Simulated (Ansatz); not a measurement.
**Li2ClF: the band gap up the ladder of functionals**

The task here is to estimate one member of a computed series from the others.

Program: Ansatz 0.2.0. PAW datasets, plane waves. The calculation is spin-unpolarised, and the structure need not be a phase that has been made.

## The system as given

The cell was relaxed beforehand with r2SCAN.

The symmetry is P4/mmm (No. 123, tetragonal); conventional cell a = 3.343 Å, c = 4.601 Å, 12.86 Å³ an atom. Around F lie 6 Li at 2.30–2.36 Å; around Li lie 2 F at 2.30 Å and 4 Cl at 2.36 Å; around Cl lie 6 Li at 2.30–2.36 Å; around Li lie 2 Cl at 2.30 Å and 4 F at 2.36 Å.

Coordinates:

```cif
data_structure
_symmetry_space_group_name_H-M 'P4/mmm'
_symmetry_Int_Tables_number 123
_cell_length_a 3.3431
_cell_length_b 3.3431
_cell_length_c 4.6013
_cell_angle_alpha 90.000
_cell_angle_beta 90.000
_cell_angle_gamma 90.000
_cell_volume 51.43
loop_
_atom_site_label
_atom_site_type_symbol
_atom_site_symmetry_multiplicity
_atom_site_Wyckoff_symbol
_atom_site_fract_x
_atom_site_fract_y
_atom_site_fract_z
_atom_site_occupancy
F1 F 1 a 0.00000 0.00000 0.00000 1
Li1 Li 1 b 0.00000 0.00000 0.50000 1
Cl1 Cl 1 d 0.50000 0.50000 0.50000 1
Li2 Li 1 c 0.50000 0.50000 0.00000 1
```

Set-up of the first run:

File input.yaml:

```yaml
crystal:
  lattice:
    - [3.3431460483, 0.0, 0.0]
    - [0.0, 3.3431460483, 0.0]
    - [0.0, 0.0, 4.6012771404]
  atoms:
    - { symbol: F, position: [0.0, 0.0, 0.0] }
    - { symbol: Li, position: [0.0, 0.0, 0.5] }
    - { symbol: Cl, position: [0.5, 0.5, 0.5] }
    - { symbol: Li, position: [0.5, 0.5, 0.0] }
kpoints:
  mp_grid: { grid: [8, 8, 6] }
  band_path:
    path:
      - [[0.0, 0.0, 0.0], [2.478937093928e-51, 0.5, 0.0], [0.5, 0.5, 0.0], [0.0, 0.0, 0.0], [0.0, 0.0, 0.5], [2.478937093928e-51, 0.5, 0.5], [0.5, 0.5, 0.5], [0.0, 0.0, 0.5]]
      - [[2.478937093928e-51, 0.5, 0.0], [2.478937093928e-51, 0.5, 0.5]]
      - [[0.5, 0.5, 0.0], [0.5, 0.5, 0.5]]
    npoints: 10
hamiltonian:
  xc: pbe
scf:
  occupations: { method: fermi_dirac, width: 0.02 }
  n_extra_bands: 5
output:
  forces: true
  stress: true
  eigenvalues: true
  write_density: true
  write_potential: true
  elf: true
  volumetric_format: npy
```

Command:

```bash
$ ansatz run input.yaml --threads 2 --pin off --max-ram 2211MiB --backend cpu --events-out ev --progress --plain --runs-dir out
```

Among the steps run: PBE band path; r2SCAN; Single point with HSE06; G0W0 on PBE; PBE0.

One of the session's tables, all rows but one given; the rest of the session is left out.

```
                     level  gap (eV)
                       PBE      6.59
                    r2SCAN      7.31
                     HSE06         ?
G0W0@PBE (153 empty bands)      9.51
                      PBE0      8.79
```

**Question.** Estimate the row for HSE06.

As computed: gap (eV): 8.06. In the column «gap (eV)» it lies between r2SCAN (7.31) and PBE0 (8.79).

Meshes: PBE 8×8×6, r2SCAN 8×8×6, HSE06 6×6×4, PBE0 6×6×4

The gap runs from 6.59 eV (PBE) to 9.51 eV (G0W0@PBE (153 empty bands)). PBE reaches 69 % of the G0W0@PBE value, and r2SCAN 77 %. PBE0 lies 0.74 eV above HSE06, which differs from it by screening the long-range exchange. G0W0 here is at a finite number of bands, screening cutoff and k mesh, not at the basis limit.

To keep in mind: Warnings in the runs' records: stress scf threshold loose, stress exchange threshold loose.
